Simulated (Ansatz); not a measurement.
# Mo18PS35: the cost of one run

Computed with Ansatz 0.2.0 (DFT, PBE, plane-wave PAW, default files, scalar-relativistic, as far as a step names no other, unless a step's input says otherwise).

## 1. The system as given

The structure is trigonal, space group P3m1 (No. 156). Conventional cell: a = 9.507 Å, b = 9.507 Å, c = 12.324 Å, α = 90.00°, β = 90.00°, γ = 120.00°. Mo (site symmetry 3m) is surrounded by 6 S at 2.41 Å. Mo (site symmetry 1) has 6 S at 2.41 Å as nearest neighbours. Mo (site symmetry m) is surrounded by 5 S at 2.41 Å and 1 P at 2.41 Å. Mo (site symmetry m) is surrounded by 6 S at 2.41 Å. Around P (site symmetry 3m) lie 3 Mo at 2.41 Å. Only part of the 21 independent sites is listed.

Coordinates:

```
CELL_PARAMETERS angstrom
9.50700 0.00000 0.00000
-4.75350 8.23330 0.00000
0.00000 0.00000 12.32400
ATOMIC_POSITIONS crystal
Mo 0.11111 0.22222 0.25000
Mo 0.11111 0.55556 0.25000
Mo 0.11111 0.88889 0.25000
Mo 0.44444 0.22222 0.25000
Mo 0.44444 0.55556 0.25000
Mo 0.44444 0.88889 0.25000
Mo 0.77778 0.22222 0.25000
Mo 0.77778 0.55556 0.25000
Mo 0.77778 0.88889 0.25000
Mo 0.22222 0.11111 0.75000
Mo 0.22222 0.44444 0.75000
Mo 0.22222 0.77778 0.75000
Mo 0.55556 0.11111 0.75000
Mo 0.55556 0.44444 0.75000
Mo 0.55556 0.77778 0.75000
Mo 0.88889 0.11111 0.75000
Mo 0.88889 0.44444 0.75000
Mo 0.88889 0.77778 0.75000
P 0.11111 0.22222 0.62300
S 0.11111 0.55556 0.62300
S 0.11111 0.88889 0.62300
S 0.44444 0.22222 0.62300
S 0.44444 0.55556 0.62300
S 0.44444 0.88889 0.62300
S 0.77778 0.22222 0.62300
S 0.77778 0.55556 0.62300
S 0.77778 0.88889 0.62300
S 0.22222 0.11111 0.12300
S 0.22222 0.44444 0.12300
S 0.22222 0.77778 0.12300
S 0.55556 0.11111 0.12300
S 0.55556 0.44444 0.12300
S 0.55556 0.77778 0.12300
S 0.88889 0.11111 0.12300
S 0.88889 0.44444 0.12300
S 0.88889 0.77778 0.12300
S 0.11111 0.22222 0.87700
S 0.11111 0.55556 0.87700
S 0.11111 0.88889 0.87700
S 0.44444 0.22222 0.87700
S 0.44444 0.55556 0.87700
S 0.44444 0.88889 0.87700
S 0.77778 0.22222 0.87700
S 0.77778 0.55556 0.87700
S 0.77778 0.88889 0.87700
S 0.22222 0.11111 0.37700
S 0.22222 0.44444 0.37700
S 0.22222 0.77778 0.37700
S 0.55556 0.11111 0.37700
S 0.55556 0.44444 0.37700
S 0.55556 0.77778 0.37700
S 0.88889 0.11111 0.37700
S 0.88889 0.44444 0.37700
S 0.88889 0.77778 0.37700
```

Atom 19 of the input is the impurity.

## 2. Gradients at the starting positions

The input, input.yaml:

```yaml
crystal:
  lattice:
    - [9.507, 0.0, 0.0]
    - [-4.7535, 8.2333035138, 0.0]
    - [0.0, 0.0, 12.324]
  atoms:
    - { symbol: Mo, position: [0.1111111111, 0.2222222222, 0.25] }
    - { symbol: Mo, position: [0.1111111111, 0.5555555556, 0.25] }
    - { symbol: Mo, position: [0.1111111111, 0.8888888889, 0.25] }
    - { symbol: Mo, position: [0.4444444444, 0.2222222222, 0.25] }
    - { symbol: Mo, position: [0.4444444444, 0.5555555556, 0.25] }
    - { symbol: Mo, position: [0.4444444444, 0.8888888889, 0.25] }
    - { symbol: Mo, position: [0.7777777778, 0.2222222222, 0.25] }
    - { symbol: Mo, position: [0.7777777778, 0.5555555556, 0.25] }
    - { symbol: Mo, position: [0.7777777778, 0.8888888889, 0.25] }
    - { symbol: Mo, position: [0.2222222222, 0.1111111111, 0.75] }
    - { symbol: Mo, position: [0.2222222222, 0.4444444444, 0.75] }
    - { symbol: Mo, position: [0.2222222222, 0.7777777778, 0.75] }
    - { symbol: Mo, position: [0.5555555556, 0.1111111111, 0.75] }
    - { symbol: Mo, position: [0.5555555556, 0.4444444444, 0.75] }
    - { symbol: Mo, position: [0.5555555556, 0.7777777778, 0.75] }
    - { symbol: Mo, position: [0.8888888889, 0.1111111111, 0.75] }
    - { symbol: Mo, position: [0.8888888889, 0.4444444444, 0.75] }
    - { symbol: Mo, position: [0.8888888889, 0.7777777778, 0.75] }
    - { symbol: P, position: [0.1111111111, 0.2222222222, 0.623] }
    - { symbol: S, position: [0.1111111111, 0.5555555556, 0.623] }
    - { symbol: S, position: [0.1111111111, 0.8888888889, 0.623] }
    - { symbol: S, position: [0.4444444444, 0.2222222222, 0.623] }
    - { symbol: S, position: [0.4444444444, 0.5555555556, 0.623] }
    - { symbol: S, position: [0.4444444444, 0.8888888889, 0.623] }
    - { symbol: S, position: [0.7777777778, 0.2222222222, 0.623] }
    - { symbol: S, position: [0.7777777778, 0.5555555556, 0.623] }
    - { symbol: S, position: [0.7777777778, 0.8888888889, 0.623] }
    - { symbol: S, position: [0.2222222222, 0.1111111111, 0.123] }
    - { symbol: S, position: [0.2222222222, 0.4444444444, 0.123] }
    - { symbol: S, position: [0.2222222222, 0.7777777778, 0.123] }
    - { symbol: S, position: [0.5555555556, 0.1111111111, 0.123] }
    - { symbol: S, position: [0.5555555556, 0.4444444444, 0.123] }
    - { symbol: S, position: [0.5555555556, 0.7777777778, 0.123] }
    - { symbol: S, position: [0.8888888889, 0.1111111111, 0.123] }
    - { symbol: S, position: [0.8888888889, 0.4444444444, 0.123] }
    - { symbol: S, position: [0.8888888889, 0.7777777778, 0.123] }
    - { symbol: S, position: [0.1111111111, 0.2222222222, 0.877] }
    - { symbol: S, position: [0.1111111111, 0.5555555556, 0.877] }
    - { symbol: S, position: [0.1111111111, 0.8888888889, 0.877] }
    - { symbol: S, position: [0.4444444444, 0.2222222222, 0.877] }
    - { symbol: S, position: [0.4444444444, 0.5555555556, 0.877] }
    - { symbol: S, position: [0.4444444444, 0.8888888889, 0.877] }
    - { symbol: S, position: [0.7777777778, 0.2222222222, 0.877] }
    - { symbol: S, position: [0.7777777778, 0.5555555556, 0.877] }
    - { symbol: S, position: [0.7777777778, 0.8888888889, 0.877] }
    - { symbol: S, position: [0.2222222222, 0.1111111111, 0.377] }
    - { symbol: S, position: [0.2222222222, 0.4444444444, 0.377] }
    - { symbol: S, position: [0.2222222222, 0.7777777778, 0.377] }
    - { symbol: S, position: [0.5555555556, 0.1111111111, 0.377] }
    - { symbol: S, position: [0.5555555556, 0.4444444444, 0.377] }
    - { symbol: S, position: [0.5555555556, 0.7777777778, 0.377] }
    - { symbol: S, position: [0.8888888889, 0.1111111111, 0.377] }
    - { symbol: S, position: [0.8888888889, 0.4444444444, 0.377] }
    - { symbol: S, position: [0.8888888889, 0.7777777778, 0.377] }
total_charge: -1
kpoints:
  mp_grid: { grid: [3, 3, 2] }
scf:
  occupations: { method: fermi_dirac, width: 0.01 }
hamiltonian:
  xc: pbe
  pseudopotentials: { kind: paw }
output:
  forces: true
  stress: true
  populations: true
  efg:
    quadrupole_moments_barn: { Mo: -0.022, S: -0.0694 }
    contact_densities: true
  write_density: true
  write_potential: true
  elf: true
  volumetric_format: npy
```

Started as:

```
> ansatz run input.yaml --threads 4 --pin off --max-ram 8192MiB --backend cpu --events-out ev --progress --plain --runs-dir out
```

**Question.** How long does this run take on 4 threads of Intel Xeon 6975P-C (Granite Rapids), shared host, and how much memory does it need?

About 46 s, with a peak of 5.3 GiB.
